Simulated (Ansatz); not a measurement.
Working through a rigid scan of one bond length of BFH₄SeSi, SMILES B[SiH](F)[SeH]

Program: Ansatz 0.2.0, Python API.

Run as a notebook:

In [1]:
```python
import warnings

import ansatz as az
from ase import Atoms
import matplotlib.pyplot as plt
import numpy as np
```

In [2]:
```python
BASIS = 'def2-SVP'
FUNCTIONAL = 'pbe'
```

In [3]:
```python
warnings.simplefilter('ignore', az.DeckWarning)
```

In [4]:
```python
atoms = Atoms(['B', 'Si', 'F', 'Se', 'H', 'H', 'H', 'H'], positions=[
    (-0.8835, 0.9285, 0.2309),
    (0.7567, 0.0671, -0.0663),
    (1.4176, -0.3123, 1.4106),
    (0.48, -1.8324, -1.2582),
    (-1.575, 1.3145, -0.7244),
    (-1.3205, 1.1832, 1.316),
    (1.6939, 0.955, -0.8102),
    (-0.4771, -2.3606, -0.1543),
])
molecule = az.Crystal.molecule_from_ase(atoms)
```

In [5]:
```python
symbols = [site.symbol for site in molecule.cartesian_sites]
start = np.array([site.position_ang for site in molecule.cartesian_sites])
axis = (start[0] - start[1]) / np.linalg.norm(start[0] - start[1])
moving = [0, 4, 5]
lengths, energies = [1.651, 1.726, 1.801, 1.876, 1.951, 2.026, 2.101, 2.214], []
for length in lengths:
    xyz = start.copy()
    xyz[moving] += (length - np.linalg.norm(start[0] - start[1])) * axis
    point = az.Crystal.molecule()
    for symbol, place in zip(symbols, xyz):
        point = point.atom(symbol, place.tolist())
    calculation = (
        point.calculation()
        .basis(gaussian=BASIS)
        .functional(FUNCTIONAL)
    )
    rep = calculation.run().report
    energies.append(rep['free_energy_ev'])
    print(f'r = {length:6.3f} A  E = {energies[-1]:.5f} eV  <S^2> = {abs(rep["mean_field"]["state"]["spin_squared"]):.3f}')
```
```text
r =  1.651 A  E = -76654.08360 eV  <S^2> = 0.000
r =  1.726 A  E = -76654.72019 eV  <S^2> = 0.000
r =  1.801 A  E = -76655.13058 eV  <S^2> = 0.000
r =  1.876 A  E = -76655.37060 eV  <S^2> = 0.000
r =  1.951 A  E = -76655.48323 eV  <S^2> = 0.000
r =  2.026 A  E = -76655.50143 eV  <S^2> = 0.000
r =  2.101 A  E = -76655.45032 eV  <S^2> = 0.000
r =  2.214 A  E = -76655.28311 eV  <S^2> = 0.000
```

In [6]:
```python
# quartic fit about the minimum
fit = np.polynomial.Polynomial.fit(lengths, np.array(energies) - min(energies), 4).convert()
roots = [r.real for r in fit.deriv().roots() if abs(r.imag) < 1e-9 and fit.deriv(2)(r.real) > 0]
r_e = min(roots, key=lambda r: abs(r - lengths[int(np.argmin(energies))]))
print(f'minimum of the fit at {r_e:.4f} A, force constant {fit.deriv(2)(r_e):.2f} eV/A^2')
plt.figure(figsize=(4.5, 3))
plt.plot(lengths, np.array(energies) - min(energies), 'o-')
plt.xlabel('bond length (A)')
plt.ylabel('E - E(min) (eV)')
plt.tight_layout()
plt.savefig('scan.png', dpi=100)
```
```text
minimum of the fit at 2.0052 A, force constant 13.05 eV/A^2
```

Notes:
- Total energies depend on the basis set; only differences at equal settings carry meaning.
- The rest of the molecule is held rigid at a force-field or estimated start geometry, and the basis set is modest; single-reference methods fail as a bond breaks.
- The orbitals are restricted, so S² is zero by construction.
- It ran for 22 s on 1 thread of Arm Neoverse V1, on a shared host, peak memory 0.24 GiB.
